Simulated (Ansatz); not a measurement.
# BH8PSiSn: how energies converge with the basis set

The task here is to estimate one member of a computed series from the others.

The runs use Ansatz 0.2.0, Gaussian basis; one geometry, several basis sets.

Plan: PBE0-D4/def2-SVP; ωB97M-V/def2-SVP; PBE0-D4/def2-QZVPP; ωB97M-V/def2-QZVPP; the functionals' def2-TZVPP values are taken from earlier runs.

### The relaxed structure

An earlier PBE0-D4 in a triple-zeta def2 set relaxation fixed the geometry. Sn takes the def2 core potential; no spin-orbit term is included.

SMILES `B[P]([SiH3])[SnH3]`, 12 atoms, charge 0, spin multiplicity 1.

Atoms are counted from 1 here; the program's logs count them from 0.

Bond lengths: B1–P2 1.850 Å, B1–H5 1.195 Å, B1–H6 1.195 Å, P2–Si3 2.233 Å, P2–Sn4 2.484 Å, Si3–H7 1.486 Å, Si3–H8 1.487 Å, Si3–H9 1.485 Å, Sn4–H10 1.707 Å, Sn4–H11 1.706 Å, Sn4–H12 1.702 Å. Angles: P2–B1–H5 119.7°, P2–B1–H6 119.6°, H5–B1–H6 120.4°, B1–P2–Si3 105.2°, B1–P2–Sn4 105.4°, Si3–P2–Sn4 108.2°, P2–Si3–H7 109.2°, P2–Si3–H8 112.6°, P2–Si3–H9 107.2°, H7–Si3–H8 108.2°, H7–Si3–H9 109.9°, H8–Si3–H9 109.8°, P2–Sn4–H10 110.5°, P2–Sn4–H11 108.8°, P2–Sn4–H12 106.7°, H10–Sn4–H11 109.3°, H10–Sn4–H12 110.8°, H11–Sn4–H12 110.7°.

Set-up of the first run:

Input file in.yaml:

```yaml
crystal:
  periodic: [false, false, false]
  atoms:
    - {symbol: B, position_ang: [-1.793287, 0.885526, 0.127443]}
    - {symbol: P, position_ang: [-0.610773, -0.302947, -0.655823]}
    - {symbol: Si, position_ang: [-0.111688, -1.773619, 0.949201]}
    - {symbol: Sn, position_ang: [1.428665, 1.025734, -1.149482]}
    - {symbol: H, position_ang: [-1.851079, 2.011314, -0.269140]}
    - {symbol: H, position_ang: [-2.571751, 0.490817, 0.943803]}
    - {symbol: H, position_ang: [0.693788, -2.877987, 0.366267]}
    - {symbol: H, position_ang: [0.669117, -1.164555, 2.058012]}
    - {symbol: H, position_ang: [-1.395077, -2.306319, 1.472110]}
    - {symbol: H, position_ang: [2.284812, 1.362311, 0.288205]}
    - {symbol: H, position_ang: [2.427525, 0.129687, -2.202364]}
    - {symbol: H, position_ang: [0.906747, 2.464938, -1.894233]}
basis:
  gaussian: {orbitals: def2-SVP}
hamiltonian: {xc: pbe0, dispersion: d4}
output: {orbitals: {seedname: orbitals}}
```

On the command line:

```sh
ansatz run in.yaml --threads 4 --pin off --events-out ev --progress --plain --max-ram 10444MiB
```

Steps of the session up to this table: PBE0-D4 in def2-SVP; ωB97M-V in def2-SVP; PBE0-D4 in def2-QZVPP; ωB97M-V in def2-QZVPP.

One table of the session follows, with a row left open; its other results are not shown here.

It belongs to the step «Functionals by basis». 

| functional | basis | HOMO (eV) | LUMO (eV) |
| --- | --- | --- | --- |
| PBE0-D4 | def2-SVP | -7.27 | -1.74 |
| PBE0-D4 | def2-TZVPP | -7.30 | -1.87 |
| PBE0-D4 | def2-QZVPP | -7.31 | -1.90 |
| ωB97M-V | def2-SVP | ? | ? |
| ωB97M-V | def2-TZVPP | -9.31 | -0.03 |
| ωB97M-V | def2-QZVPP | -9.31 | -0.10 |

Estimate the missing values for ωB97M-V, def2-SVP.

As computed: HOMO (eV): -9.23; LUMO (eV): 0.22. In the column «HOMO (eV)» it lies between ωB97M-V, def2-QZVPP (-9.31) and PBE0-D4, def2-QZVPP (-7.31).
